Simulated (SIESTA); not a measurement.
Cu3O2:

```
Cu O
1.0
    -2.02298    2.02298    3.67362
     2.02298   -2.02298    3.67362
     2.02298    2.02298   -3.67362
Cu O
3 2
Direct
  0.00000 0.00000 0.00000
  0.75000 0.25000 0.50000
  0.25000 0.75000 0.50000
  0.50000 0.00000 0.50000
  0.00000 0.50000 0.50000
```

The cell comes from a database or a generator and needn't be the stable form of this composition.

Base run:

| Quantity | Value |
| --- | --- |
| Program | SIESTA 5.4.2 |
| Functional | PBEsol |
| Potentials or basis | PseudoDojo 0.4 standard (PBEsol files) |
| Basis | DZP (energy shift 0.003 Ry; two zetas on semicore shells) |
| Grid cutoff | 800 Ry |
| Energy shift | 0.003 Ry |
| k mesh | 7 × 7 × 7 |
| Occupations | fermi-dirac, width 0.05 eV |
| Spin | no spin polarisation |
| Hubbard terms | Cu d U = 4 eV |

Its results: band gap on the k mesh none (metal or under the smearing width); pressure -4.0 GPa.

Problem. The run is repeated on the same cell with these changes: hubbard terms from Cu d U = 4 eV to none. What comes out?

Solution. Band gap on the k mesh none (metal or under the smearing width); pressure -4.9 GPa.

Caveats: short orbitals over semicore shells can move pressures by several GPa; the basis of atomic orbitals isn't converged, which shifts pressures, moduli and gaps; an odd number of electrons without spin polarisation forces a metal; a magnetic or distorted state may lie lower; the run has no spin polarisation, though such a crystal can be magnetic; U without spin polarisation on a metal has little footing (some runs); semilocal functionals often make such compounds metallic where correlation or magnetic order opens a gap, which also shifts bond lengths (some runs).
